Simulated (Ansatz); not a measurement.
**C2H7AlClN: basis-set convergence**

How large a basis does C2H7AlClN need? Two functionals are run in growing sets.

The runs use Ansatz 0.2.0, Gaussian basis; one geometry, several basis sets.

Levels to be run: PBE0-D4/def2-SVP; ωB97M-V/def2-SVP; PBE0-D4/def2-QZVPP; ωB97M-V/def2-QZVPP; the functionals' def2-TZVPP values are taken from earlier runs.

### Step 1. The geometry

An earlier PBE0-D4 in a triple-zeta def2 set relaxation fixed the geometry.

SMILES `C[NH][Al]([CH3])[Cl]`, 12 atoms, charge 0, spin multiplicity 1.

Atoms are counted from 1 here; the program's logs count them from 0.

Bond lengths: C1–N2 1.447 Å, C1–H6 1.096 Å, C1–H7 1.093 Å, C1–H8 1.096 Å, N2–Al3 1.762 Å, N2–H9 1.009 Å, Al3–C4 1.937 Å, Al3–Cl5 2.108 Å, C4–H10 1.094 Å, C4–H11 1.093 Å, C4–H12 1.094 Å. Angles: N2–C1–H6 112.3°, N2–C1–H7 110.1°, N2–C1–H8 112.3°, H6–C1–H7 107.0°, H6–C1–H8 107.7°, H7–C1–H8 107.0°, C1–N2–Al3 128.9°, C1–N2–H9 112.2°, Al3–N2–H9 118.9°, N2–Al3–C4 124.3°, N2–Al3–Cl5 115.1°, C4–Al3–Cl5 120.6°, Al3–C4–H10 110.7°, Al3–C4–H11 112.5°, Al3–C4–H12 110.7°, H10–C4–H11 108.0°, H10–C4–H12 106.8°, H11–C4–H12 108.0°.

### Step 2. PBE0-D4 in def2-SVP

in.yaml reads:

```yaml
crystal:
  periodic: [false, false, false]
  atoms:
    - {symbol: C, position_ang: [-1.496809, 0.749895, 0.896260]}
    - {symbol: N, position_ang: [-0.182444, 1.176994, 0.468142]}
    - {symbol: Al, position_ang: [1.062592, 0.253305, -0.369084]}
    - {symbol: C, position_ang: [0.878936, -1.602885, -0.893025]}
    - {symbol: Cl, position_ang: [2.834519, 1.316362, -0.787220]}
    - {symbol: H, position_ang: [-2.298113, 1.331044, 0.424786]}
    - {symbol: H, position_ang: [-1.658448, -0.296389, 0.625565]}
    - {symbol: H, position_ang: [-1.626057, 0.824184, 1.982481]}
    - {symbol: H, position_ang: [0.000341, 2.141362, 0.702950]}
    - {symbol: H, position_ang: [1.000436, -1.712890, -1.974500]}
    - {symbol: H, position_ang: [-0.092421, -2.020923, -0.618563]}
    - {symbol: H, position_ang: [1.654467, -2.215257, -0.423892]}
basis:
  gaussian: {orbitals: def2-SVP}
hamiltonian: {xc: pbe0, dispersion: d4}
output: {orbitals: {seedname: orbitals}}
```

On the command line:

```sh
ansatz run in.yaml --threads 4 --pin off --events-out ev --progress --plain --max-ram 10444MiB
```

The runs that follow: ωB97M-V in def2-SVP; PBE0-D4 in def2-QZVPP; ωB97M-V in def2-QZVPP.

Q: Predict the results of all the runs planned. Wanted: PBE0-D4: double and triple zeta above quadruple; ωB97M-V: double and triple zeta above quadruple.

The runs gave:

| quantity | value |
| --- | --- |
| PBE0-D4: double and triple zeta above quadruple | 11.62, 0.80 eV |
| ωB97M-V: double and triple zeta above quadruple | 11.75, 0.77 eV |

What this shows: PBE0-D4 gains 10.82 eV from double to triple zeta, then 0.80 eV more. These are total energies; as a rule much of such shifts cancels in differences, which this series doesn't test. The LUMO of ωB97M-V is positive and keeps falling with the basis (1.91 to 0.98 eV): an unbound level that the basis holds in place.
